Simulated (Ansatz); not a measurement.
# C6H3FGe: a ladder of functionals and wavefunction methods

The task here is to estimate one member of a computed series from the others.

The runs use Ansatz 0.2.0, Gaussian basis; functionals in def2-TZVPP, the program's frozen cores in correlated methods.

The runs, in order: LDA (SPW92), PBE-D4, revPBE-D4, BLYP-D4, r2SCAN-D4, B97M-V, PBE0-D4, B3LYP-D4, r2SCANh-D4, r2SCAN0-D4, HSE06-D4, BHLYP-D4, CAM-B3LYP-D4, LC-ωPBE, ωB97X-V, ωB97M-V, B2PLYP, PBE-QIDH; CCSD(T)/def2-SVP; MP2/def2-TZVPP; MP2/def2-QZVPP; RPA on PBE.

### Structure used throughout

The geometry comes from an earlier relaxation with PBE0-D4 in a triple-zeta def2 set; it is a stationary point, not always the lowest conformer.

SMILES `C#[C][Ge]([F])([C]#C)[C]#C`, 11 atoms, charge 0, spin multiplicity 1.

Atoms are counted from 1 here; the program's logs count them from 0.

Bond lengths: C1–C2 1.203 Å, C1–H9 1.066 Å, C2–Ge3 1.882 Å, Ge3–F4 1.727 Å, Ge3–C5 1.882 Å, Ge3–C7 1.882 Å, C5–C6 1.203 Å, C6–H10 1.066 Å, C7–C8 1.203 Å, C8–H11 1.066 Å. Angles: C2–C1–H9 179.7°, C1–C2–Ge3 179.1°, C2–Ge3–F4 107.2°, C2–Ge3–C5 111.6°, C2–Ge3–C7 111.7°, F4–Ge3–C5 107.2°, F4–Ge3–C7 107.2°, C5–Ge3–C7 111.6°, Ge3–C5–C6 179.1°, C5–C6–H10 179.7°, Ge3–C7–C8 179.1°, C7–C8–H11 179.7°.

Set-up of the first run:

in.yaml reads:

```yaml
crystal:
  periodic: [false, false, false]
  atoms:
    - {symbol: C, position_ang: [-0.638024, -0.221730, 2.884398]}
    - {symbol: C, position_ang: [-0.610203, -0.079919, 1.689753]}
    - {symbol: Ge, position_ang: [-0.538497, 0.136181, -0.178432]}
    - {symbol: F, position_ang: [-2.130346, 0.550243, -0.706073]}
    - {symbol: C, position_ang: [0.597096, 1.554168, -0.670123]}
    - {symbol: C, position_ang: [1.337483, 2.451794, -0.976968]}
    - {symbol: C, position_ang: [-0.064154, -1.465599, -1.045217]}
    - {symbol: C, position_ang: [0.255562, -2.489172, -1.591242]}
    - {symbol: H, position_ang: [-0.667596, -0.346291, 3.942959]}
    - {symbol: H, position_ang: [1.989607, 3.249679, -1.250900]}
    - {symbol: H, position_ang: [0.534372, -3.396254, -2.077454]}
basis:
  gaussian: {orbitals: def2-TZVPP}
hamiltonian: {xc: lda}
output: {orbitals: {seedname: orbitals}}
```

Command:

```
> ansatz run in.yaml --threads 4 --pin off --events-out ev --progress --plain --max-ram 11315MiB
```

Steps of the session up to this table: LDA; PBE-D4 (GGA); revPBE-D4 (GGA); BLYP-D4 (GGA); r2SCAN-D4 (meta-GGA); B97M-V (meta-GGA); PBE0-D4 (hybrid); B3LYP-D4 (hybrid); r2SCANh-D4 (hybrid); r2SCAN0-D4 (hybrid); HSE06-D4 (hybrid); BHLYP-D4 (hybrid); CAM-B3LYP-D4 (range-separated); LC-ωPBE (range-separated); ωB97X-V (range-separated); ωB97M-V (range-separated); B2PLYP (double hybrid); PBE-QIDH (double hybrid).

One table of the session follows, with a row left open; its other results are not shown here.

It belongs to the step «Orbital energies across the functionals». 

```
  functional  HOMO (eV)  LUMO (eV)  gap (eV)
 LDA (SPW92)      -7.55      -2.57      4.98
      PBE-D4      -7.34      -2.28      5.07
   revPBE-D4      -7.27      -2.16      5.11
     BLYP-D4      -7.15      -2.12      5.03
   r2SCAN-D4      -7.58      -2.09      5.49
      B97M-V      -7.53      -2.02      5.52
     PBE0-D4      -8.57      -1.40      7.18
    B3LYP-D4      -8.31      -1.59      6.71
  r2SCANh-D4      -8.04      -1.77      6.27
  r2SCAN0-D4      -8.74      -1.29      7.44
    HSE06-D4      -8.17      -1.77      6.40
    BHLYP-D4      -9.61      -0.40      9.21
CAM-B3LYP-D4      -9.93      -0.32      9.61
     LC-ωPBE          ?          ?         ?
     ωB97X-V     -10.96       0.73     11.69
     ωB97M-V     -10.84       0.61     11.45
```

**Question.** Estimate the row for LC-ωPBE.

**Answer.** HOMO (eV): -11.42; LUMO (eV): 0.81; gap (eV): 12.24. In the column «HOMO (eV)» it is the lowest.
